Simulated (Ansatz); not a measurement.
**C₃H₈Si₂: a ladder of functionals and wavefunction methods**

An exercise on one series of results from a longer session: the logs are not shown, and one member is left open.

The runs use Ansatz 0.2.0, Gaussian basis; functionals in def2-TZVPP, the program's frozen cores in correlated methods.

Plan: LDA (SPW92), PBE-D4, revPBE-D4, BLYP-D4, r2SCAN-D4, B97M-V, PBE0-D4, B3LYP-D4, r2SCANh-D4, r2SCAN0-D4, HSE06-D4, BHLYP-D4, CAM-B3LYP-D4, LC-ωPBE, ωB97X-V, ωB97M-V, B2PLYP, PBE-QIDH; CCSD(T)/def2-SVP; CCSD(T)/def2-TZVPP; MP2/def2-QZVPP; extrapolation to the limit; RPA on PBE.

## Structure used throughout

The geometry comes from an earlier relaxation with PBE0-D4 in a triple-zeta def2 set; it is a stationary point, not always the lowest conformer.

SMILES `[SiH3]C=C=C[SiH3]`, 13 atoms, charge 0, spin multiplicity 1.

Atoms are counted from 1 here; the program's logs count them from 0.

Bond lengths: Si1–C2 1.860 Å, Si1–H6 1.488 Å, Si1–H7 1.488 Å, Si1–H8 1.484 Å, C2–C3 1.302 Å, C2–H9 1.089 Å, C3–C4 1.302 Å, C4–Si5 1.859 Å, C4–H10 1.089 Å, Si5–H11 1.484 Å, Si5–H12 1.488 Å, Si5–H13 1.488 Å. Angles: C2–Si1–H6 110.5°, C2–Si1–H7 110.3°, C2–Si1–H8 108.9°, H6–Si1–H7 107.8°, H6–Si1–H8 109.7°, H7–Si1–H8 109.7°, Si1–C2–C3 121.0°, Si1–C2–H9 120.2°, C3–C2–H9 118.7°, C2–C3–C4 177.2°, C3–C4–Si5 121.1°, C3–C4–H10 118.7°, Si5–C4–H10 120.2°, C4–Si5–H11 108.9°, C4–Si5–H12 110.5°, C4–Si5–H13 110.3°, H11–Si5–H12 109.7°, H11–Si5–H13 109.7° and more.

The first run:

Contents of in.yaml:

```yaml
crystal:
  periodic: [false, false, false]
  atoms:
    - {symbol: Si, position_ang: [-1.391523, -1.453697, 1.538148]}
    - {symbol: C, position_ang: [0.150849, -0.420088, 1.435664]}
    - {symbol: C, position_ang: [0.709526, -0.160519, 0.289108]}
    - {symbol: C, position_ang: [1.210700, 0.111905, -0.880816]}
    - {symbol: Si, position_ang: [0.662529, 1.611648, -1.833571]}
    - {symbol: H, position_ang: [-1.148978, -2.670709, 2.358610]}
    - {symbol: H, position_ang: [-2.487434, -0.681748, 2.183047]}
    - {symbol: H, position_ang: [-1.796908, -1.847923, 0.166501]}
    - {symbol: H, position_ang: [0.604117, -0.020202, 2.341107]}
    - {symbol: H, position_ang: [1.962160, -0.557133, -1.296610]}
    - {symbol: H, position_ang: [-0.372208, 2.327813, -1.047687]}
    - {symbol: H, position_ang: [1.815364, 2.517008, -2.087309]}
    - {symbol: H, position_ang: [0.102306, 1.208744, -3.151391]}
basis:
  gaussian: {orbitals: def2-TZVPP}
hamiltonian: {xc: lda}
output: {orbitals: {seedname: orbitals}}
```

Steps of the session up to this table: LDA; PBE-D4 (GGA); revPBE-D4 (GGA); BLYP-D4 (GGA); r2SCAN-D4 (meta-GGA); B97M-V (meta-GGA); PBE0-D4 (hybrid); B3LYP-D4 (hybrid); r2SCANh-D4 (hybrid); r2SCAN0-D4 (hybrid); HSE06-D4 (hybrid); BHLYP-D4 (hybrid); CAM-B3LYP-D4 (range-separated); LC-ωPBE (range-separated); ωB97X-V (range-separated); ωB97M-V (range-separated); B2PLYP (double hybrid); PBE-QIDH (double hybrid).

One table of the session follows, with a row left open; its other results are not shown here.

It belongs to the step «Frontier levels by functional». 

| functional | HOMO (eV) | gap (eV) |
| --- | --- | --- |
| LDA (SPW92) | -6.65 | 5.21 |
| PBE-D4 | -6.53 | 5.27 |
| revPBE-D4 | -6.47 | 5.29 |
| BLYP-D4 | -6.37 | 5.28 |
| r2SCAN-D4 | -6.74 | 5.71 |
| B97M-V | -6.84 | 5.76 |
| PBE0-D4 | -7.65 | 7.34 |
| B3LYP-D4 | -7.43 | 6.93 |
| r2SCANh-D4 | -7.16 | 6.47 |
| r2SCAN0-D4 | -7.79 | 7.61 |
| HSE06-D4 | -7.25 | 6.57 |
| BHLYP-D4 | -8.63 | 9.41 |
| CAM-B3LYP-D4 | ? | ? |
| LC-ωPBE | -10.29 | 12.21 |
| ωB97X-V | -9.92 | 11.77 |
| ωB97M-V | -9.80 | 11.49 |

Estimate the missing values for CAM-B3LYP-D4.

The run gave: HOMO (eV): -8.93; gap (eV): 9.76. In the column «HOMO (eV)» it lies between ωB97M-V (-9.80) and BHLYP-D4 (-8.63).
